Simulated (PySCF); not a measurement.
# C2H8OSSi: the cost of one run

Programs: PySCF 2.14.0, with routines of our own; each step states its level. All values are computed. Atoms count from 0.

## Step 1: The starting structure

13 atoms, charge 0, multiplicity 1; geometry from: GFN2-xTB.

## Step 2: Relaxing the molecule at PBE0-D3(BJ)/def2-SVP

The job: settings as JSON, then the geometry in Å.

```
{"job": {"xc": "PBE0", "basis": "def2-SVP", "d3": "d3bj", "grid": 1, "kind": "geom"}, "charge": 0, "multiplicity": 1}
C     -1.861486     0.869685     0.347122
O     -0.527365     0.472333     0.525339
C     -0.133156    -0.584996    -0.328670
Si     1.656711    -0.994464     0.180296
S      2.797898     0.808919     0.017493
H     -2.550959     0.041048     0.551522
H     -2.033446     1.225739    -0.676633
H     -2.047853     1.678804     1.051106
H     -0.221538    -0.277181    -1.380180
H     -0.793644    -1.450937    -0.192264
H      1.668920    -1.454558     1.564177
H      2.253977    -1.944458    -0.748335
H      1.787552     1.610552     0.314115
```

Started as:

```bash
$ OMP_NUM_THREADS=1 python excited_run.py task.json out
```

This one command runs all jobs of the session in turn.

Q: Estimate the wall time and peak memory of this first job on 1 thread of Arm Neoverse V2, shared host.

About 15 s, with a peak of 0.54 GiB.
